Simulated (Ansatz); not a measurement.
Write a Python script for Ansatz's Python interface that makes a rigid torsion scan of C2H3BF2, SMILES C=CB(F)F. Settings (for the species named): CAM-B3LYP, 6-31G* basis, multiplicity 1.

```json
{"atom": "C", "x (Å)": "-0.0601", "y (Å)": "0.4789", "z (Å)": "1.1757"}
{"atom": "C", "x (Å)": "-0.5232", "y (Å)": "-0.1965", "z (Å)": "0.1149"}
{"atom": "B", "x (Å)": "0.3452", "y (Å)": "-0.3898", "z (Å)": "-1.1690"}
{"atom": "F", "x (Å)": "-0.0394", "y (Å)": "-1.1665", "z (Å)": "-2.2666"}
{"atom": "F", "x (Å)": "1.6949", "y (Å)": "0.1976", "z (Å)": "-1.2480"}
{"atom": "H", "x (Å)": "-0.7567", "y (Å)": "0.6552", "z (Å)": "2.0254"}
{"atom": "H", "x (Å)": "0.8941", "y (Å)": "1.0031", "z (Å)": "1.1818"}
{"atom": "H", "x (Å)": "-1.4626", "y (Å)": "-0.6391", "z (Å)": "0.1299"}
```

`torsion_c2h3bf2.py`:
```python
"""Rigid torsion scan of C2H3BF2."""

import logging
import sys
import warnings

import ansatz as az
from ase import Atoms

logging.basicConfig(stream=sys.stdout, format="%(name)s: %(message)s")
log = logging.getLogger("run")
log.setLevel(logging.INFO)


def main() -> None:
    warnings.simplefilter("ignore", az.DeckWarning)

    atoms = Atoms(["C", "C", "B", "F", "F", "H", "H", "H"], positions=[
        [-0.0601, 0.4789, 1.1757],
        [-0.5232, -0.1965, 0.1149],
        [0.3452, -0.3898, -1.169],
        [-0.0394, -1.1665, -2.2666],
        [1.6949, 0.1976, -1.248],
        [-0.7567, 0.6552, 2.0254],
        [0.8941, 1.0031, 1.1818],
        [-1.4626, -0.6391, 0.1299],
    ])

    # relax first, so that the scan starts from a minimum
    first = az.Crystal.molecule_from_ase(atoms).calculation()
    first = first.basis(gaussian="6-31G*")
    first = first.functional("cam_b3lyp")
    first = first.accuracy("medium").scf(lower_state_search="off")
    first = first.relax(force_tolerance=0.02, max_steps=80)
    atoms.positions = first.run().report["positions_ang"]

    start = atoms.get_dihedral(0, 1, 2, 3)
    energies = {}
    for turn in range(0, 360, 40):
        turned = atoms.copy()
        turned.set_dihedral(0, 1, 2, 3, start + turn, indices=[2, 3, 4])
        calculation = (
            az.Crystal.molecule_from_ase(turned).calculation()
            .basis(gaussian="6-31G*")
            .functional("cam_b3lyp")
            .accuracy("medium")
            .scf(lower_state_search="off")
        )
        energies[round((start + turn) % 360)] = calculation.run().report["free_energy_ev"]
    floor = min(energies.values())
    log.info("dihedral C0-C1-B2-F3 (deg)   E - E(min) (eV)")
    for angle, e in sorted(energies.items()):
        log.info(f"{angle:8d} {(e - floor):14.3f}  " + "#" * int(30 * (e - floor) / max(max(energies.values()) - floor, 1e-9)))


if __name__ == "__main__":
    main()
```

Output of `python torsion_c2h3bf2.py`:
```text
run: dihedral C0-C1-B2-F3 (deg)   E - E(min) (eV)
run:       20          0.029  ###
run:       60          0.193  ######################
run:      100          0.254  #############################
run:      140          0.103  ############
run:      180          0.000
run:      220          0.104  ############
run:      260          0.254  ##############################
run:      300          0.192  ######################
run:      340          0.029  ###
```

What to keep in mind:
- The settings weren't tested for convergence.
- The scan is rigid and the energies are electronic, in a modest basis. With rigid groups the curve can differ much from the relaxed path, the start wasn't checked as a minimum of this torsion, and equivalent turns needn't return to the same energy.
- The whole script took 34 s on 1 thread of Arm Neoverse V1, on a shared host, peak memory 0.22 GiB.
